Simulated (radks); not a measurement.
# Cs⁴⁺ in [Kr] 4d10 5s2 5p3: an all-electron calculation

The task here is to estimate one member of a computed series from the others.

Program: radks (a radial shooting solver on a logarithmic mesh, Libxc functionals) version 1. Level of theory: scalar-relativistic Kohn-Sham, PBE, spin-unpolarised, spherical densities, finite nucleus. These are calculated values, not measurements, unless marked.

## The atom as given

- element: caesium (Z = 55)
- charge: +4
- electrons: 51
- configuration: [Kr] 4d10 5s2 5p3
- nuclear rms radius: 4.8041 fm

Outer shells as boxes (Hund's rule):

Cs⁴⁺
```
[Kr] core
4d [↑↓][↑↓][↑↓][↑↓][↑↓]
5s [↑↓]
5p [↑ ][↑ ][↑ ]
```

The first run:

Input:

```text
Z 55
configuration [Kr] 4d10 5s2 5p3 6s0 4f0 5d0 6p0
relativity scalar-relativistic
functional pbe,pbe
spin unpolarised
nucleus finite rms 4.8041 fm
c 137.035999084
```

Command:

```
$ python run_ks.py task.json out
```

This one command runs every case of the session in turn.

One table of the session follows, with a row left open; its other results are not shown here.

It belongs to the step «Orbitals and density». Sizes of the orbitals, from the radial functions (bohr):

```
level      <r>  outermost maximum (interpolated)  90 % within  nodes
   1s  0.02611                            0.0168       0.0470      0
   2s   0.1121                            0.0949        0.173      1
   2p  0.09821                            0.0762        0.160      0
   3s   0.2990                             0.272        0.439      2
   3p   0.2970                             0.267        0.445      1
   3d   0.2735                             0.220        0.429      0
   4s   0.6941                             0.642        0.998      3
   4p   0.7382                             0.673         1.08      2
   4d   0.8315                             0.720         1.25      1
   5s    1.639                              1.50         2.33      4
   5p    1.855                              1.68         2.66      3
   5d    2.415                              2.15         3.51      2
   4f    1.375                             0.889         2.36      0
   6s    3.365                              3.25         4.70      5
   6p        ?                                 ?            ?      ?
```

Estimate the missing values for 6p.

The run gave: <r>: 3.803; outermost maximum (interpolated): 3.69; 90 % within: 5.32; nodes: 4. In the column «<r>» it is the highest.

Caveats from the session: Spin polarisation and multiplet splitting are left out.
